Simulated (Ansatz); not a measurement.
CsLiCr2Te2S3:

```
CELL_PARAMETERS angstrom
7.28959 -2.10433 0.01772
7.28959 2.10433 0.01772
-2.53315 0.00000 7.28100
ATOMIC_POSITIONS crystal
Cs 0.50000 0.50000 0.00000
Li 0.00000 0.00000 0.50000
Cr 0.32870 0.32870 0.43300
Cr 0.67130 0.67130 0.56700
Te 0.80672 0.80672 0.17427
Te 0.19328 0.19328 0.82573
S 0.16358 0.16358 0.39713
S 0.83642 0.83642 0.60287
S 0.50000 0.50000 0.50000
```

The cell was built by a generator and needn't be a form met in nature.

- Program: Ansatz 0.2.0
- Task: relaxation of cell and atoms
- Functional: PBE
- Dispersion: D3(BJ)-ATM
- Potentials or basis: Ansatz PAW
- Cutoff: 420 eV (not typed: the program's choice for these potentials)
- k mesh: 5 × 5 × 3
- Occupations: fermi-dirac, width 0.05 eV
- Spin: collinear spin, ferromagnetic start
- Starting moments: [0.0, 0.0, 3.0, 3.0, 0.0, 0.0, 0.0, 0.0, 0.0] μB

At the start: volume 24.84 Å³/atom.

Q: How do energy, volume and symmetry change on relaxing?

A: It ends after 9 steps and the volume is 23.37 Å³/atom (-5.9 %); space group C2/m (No. 12, to 0.05 Å); moment 5.46 μB per cell.

Step by step:
```
step  energy change (eV)  largest force (eV/Å)  volume (Å³)
   1              0.0000                0.0743       223.57
   2             -0.0511                0.0832       215.89
   3             -0.0611                0.0631       212.35
   4             -0.0643                0.0342       211.19
   5             -0.0660                0.0637       210.75
   6             -0.0673                0.0227       210.66
   7             -0.0676                0.0166       210.18
   8             -0.0676                0.0033       210.36
   9             -0.0662                0.0033       210.36
```

Final structure:
```
CELL_PARAMETERS angstrom
7.22690 -2.06192 0.02428
7.22690 2.06192 0.02428
-2.50426 0.00000 7.05012
ATOMIC_POSITIONS crystal
Cs 0.50000 0.50000 0.00000
Li 0.00000 0.00000 0.50000
Cr 0.32824 0.32824 0.43449
Cr 0.67176 0.67176 0.56551
Te 0.81228 0.81228 0.16711
Te 0.18772 0.18772 0.83289
S 0.16128 0.16128 0.38268
S 0.83872 0.83872 0.61732
S 0.50000 0.50000 0.50000
```

Caveat: the plane-wave basis is chosen anew once the cell has moved, so the energies of steps on either side of that aren't comparable; only a ferromagnetic start was run, and an antiferromagnetic order may lie lower in energy; pairwise dispersion overbinds metals, which lowers pressure and volume.
